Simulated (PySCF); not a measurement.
# Cl2Tl (Tl(Cl)2+): the cost of one run

Computed with PySCF 2.14.0. Level: PBE0, Tl def2-SVP with ECP60, Cl def2-SVP; scalar-relativistic core potentials, no spin–orbit coupling.

1 further run of the same task is left out (for a known fault of the program).

**1. The system as given**

3 atoms, charge 1, spin multiplicity 1.

Bond lengths: Tl1–Cl2 2.409 Å, Tl1–Cl3 2.409 Å. Angles: Cl2–Tl1–Cl3 131.8°.

As a file:

```
atom    x (Å)   y (Å)   z (Å)
 Tl1   0.0000  0.0000  0.0000
 Cl2   2.1986  0.0000  0.9839
 Cl3  -2.1986  0.0000  0.9839
```

Formal oxidation states: Tl +3.

**2. SCF at the start, singlet**

Input file run.py (the lines that set the calculation):

```python
mol = gto.M(atom='''
Tl     0.00000     0.00000     0.00000
Cl     2.19860     0.00000     0.98390
Cl    -2.19860     0.00000     0.98390''',
    basis={'Tl': 'def2-SVP', 'Cl': 'def2-SVP'},
    ecp={'Tl': 'def2-SVP'},
    charge=1, spin=0)
mf = dft.RKS(mol, xc='PBE0')
mf.grids.atom_grid = (50, 194)
mf = mf.density_fit()  # fitting sets: Tl def2-universal-JKFIT, Cl def2-universal-JKFIT
mf.conv_tol = 1e-08; mf.max_cycle = 55
mf.kernel(dm0)  # dm0: free metal ions and neutral atoms
```

The run is started by

```bash
$ OMP_NUM_THREADS=2 python run.py
```

Q: Estimate wall time and peak memory on 2 threads of Arm Neoverse V1, shared host.

About 1.1 s, with a peak of 0.27 GiB.
